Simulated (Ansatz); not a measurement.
# GdSi3: the cost of one run

Computed with Ansatz 0.2.0 (DFT PBE, scalar-relativistic, plane waves, PAW, unless a step's input says otherwise).

1 further run of the same task is left out (it didn't finish).

### 1 The system as given

It takes space group Pm-3m (No. 221, cubic). Conventional cell: a = 4.140 Å, b = 4.140 Å, c = 4.140 Å, α = 90.00°, β = 90.00°, γ = 90.00°. Gd (site symmetry m-3m) is surrounded by 12 Si at 2.93 Å. Si (site symmetry 4/mmm) has 4 Gd at 2.93 Å and 8 Si at 2.93 Å as nearest neighbours. Si (site symmetry 4/mmm) is surrounded by 8 Si at 2.93 Å and 4 Gd at 2.93 Å.

Coordinates:

```cif
data_structure
_symmetry_space_group_name_H-M 'Pm-3m'
_symmetry_Int_Tables_number 221
_cell_length_a 4.1398
_cell_length_b 4.1398
_cell_length_c 4.1398
_cell_angle_alpha 90.000
_cell_angle_beta 90.000
_cell_angle_gamma 90.000
_cell_volume 70.95
loop_
_atom_site_label
_atom_site_type_symbol
_atom_site_symmetry_multiplicity
_atom_site_Wyckoff_symbol
_atom_site_fract_x
_atom_site_fract_y
_atom_site_fract_z
_atom_site_occupancy
Gd1 Gd 1 a 0.00000 0.00000 0.00000 1
Si1 Si 3 c 0.00000 0.50000 0.50000 1
```

This cell comes from an earlier session at PBE: 17.736 Å³/atom at 0.00 GPa, on a 8×8×4 mesh. The large moments point both ways and cancel.

The changes: atom 3 (Si) moved 0.08 Å along y; atom 2 (Si) moved 0.12 Å along z; strain e4 = -0.01, atoms carried along; strain e2 = +0.02, atoms carried along.

### 2 Atom 3 (Si) moved 0.08 Å along y

File input.yaml:

```yaml
crystal:
  lattice:
    - [4.1397601969, 0.0, 0.0]
    - [0.0, 4.1397601969, 0.0]
    - [0.0, 0.0, 8.2795203937]
  atoms:
    - { symbol: Gd, position: [0.0, 0.0, 0.0], spin: 7.53 }
    - { symbol: Si, position: [0.0, 0.5, 0.25] }
    - { symbol: Si, position: [0.5, 0.5193247909, 0.0] }
    - { symbol: Si, position: [0.5, 0.0, 0.25] }
    - { symbol: Gd, position: [0.0, 0.0, 0.5], spin: -7.53 }
    - { symbol: Si, position: [0.0, 0.5, 0.75] }
    - { symbol: Si, position: [0.5, 0.5, 0.5] }
    - { symbol: Si, position: [0.5, 0.0, 0.75] }
basis:
  ecutwfc: 420
  ecutrho_ratio: 4
kpoints:
  mp_grid: { grid: [8, 8, 4] }
hamiltonian:
  xc: pbe
scf:
  occupations: { method: gaussian, width: 0.05 }
  lower_state_search: "off"
output:
  forces: true
  stress: true
  eigenvalues: true
  populations: true
  write_density: true
  write_potential: true
  elf: true
  volumetric_format: npy
magnetization:
  spin_polarized: true
checkpoint:
  read: start.run
  write: ck
  compress: false
  write_wavefunctions: false
  write_every: 100000
```

start.run holds the converged state of the cell before the atoms were moved.

On the command line:

```sh
$ ansatz run input.yaml --threads 2 --pin off --max-ram 2662MiB --backend cpu --events-out ev --progress --plain --runs-dir out
```

What time and memory should one allow on 2 threads of Arm Neoverse V1, shared host?

About 80 s, with a peak of 0.9 GiB.
